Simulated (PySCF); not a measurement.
**A diatomic session: BiH**

The task here is to estimate one member of a computed series from the others.

The runs use PySCF 2.14.0; Bi cc-pVTZ-PP with ECP60, H cc-pVTZ, scalar-relativistic core potentials.

1 further run of the same task is left out (it didn't finish).

Set-up of the first run:

Settings of the job:

```
atoms                         : Bi, H
charge                        : 0
basis                         : Bi cc-pVTZ-PP with ECP60, H cc-pVTZ
Hamiltonian                   : scalar-relativistic core potentials
basis functions               : 53
electrons treated             : 24
masses in u                   : 208.9804, 1.0078
levels                        : PBE0, PBE, r²SCAN, BP86, M06, B3LYP, HF, MP2, SCS-MP2, CCSD, CCSD(T)
grid                          : 80 radial by 434 angular points
occupations                   : held fixed by the projection of orbital angular momentum
dissociation limit            : Bi + H, each in its ground configuration
starting distance in angstrom : 1.780
values of 2S to try           : 0, 2, 4
```

Steps of the session up to this table: Set-up; First curve: PBE0; Higher solutions at PBE0; PBE (GGA); r²SCAN (meta-GGA); BP86 (GGA); M06 (hybrid meta-GGA); B3LYP (global hybrid GGA); UHF (mean field); Adding correlation.

One table of the session follows, with a row left open; its other results are not shown here.

It belongs to the step «The curves together». Energy (eV) from each level's lowest point:

| R (Å) | UHF | UHF-MP2 | UHF-SCS-MP2 | UHF-CCSD | UHF-CCSD(T) |
| --- | --- | --- | --- | --- | --- |
| 1.549 | 0.522 | 0.472 | 0.494 | n/a | n/a |
| 1.621 | 0.230 | 0.200 | 0.215 | 0.228 | 0.234 |
| 1.693 | 0.068 | 0.052 | 0.061 | 0.069 | 0.073 |
| 1.747 | ? | ? | ? | ? | ? |
| 1.801 | 0.000 | 0.000 | 0.000 | 0.000 | 0.000 |
| 1.855 | 0.024 | 0.031 | 0.028 | 0.021 | 0.019 |
| 1.927 | 0.099 | 0.118 | 0.111 | 0.092 | 0.086 |
| 2.017 | 0.240 | 0.284 | 0.278 | 0.230 | 0.220 |
| 2.125 | 0.440 | 0.560 | 0.566 | 0.444 | 0.427 |
| 2.269 | 0.689 | 0.980 | 1.018 | n/a | n/a |

**Question.** Estimate the row for R (Å) = 1.747.

Worked estimate for «UHF». A straight line through the neighbours (1.693, 0.068) and (1.801, 0.000) gives 0.068 + (0.000 − 0.068) × (1.747 − 1.693) / (1.801 − 1.693) = 0.034; a parabola fitted to 4 rows on both sides gives 0.010.

As computed: UHF: 0.012; UHF-MP2: 0.004; UHF-SCS-MP2: 0.008; UHF-CCSD: 0.013; UHF-CCSD(T): 0.015. In «UHF» the line misses by +0.022 and the parabola by -0.002.

State 2 has its PBE0 minimum 1.23 eV higher. The other levels ran on the lowest alone.
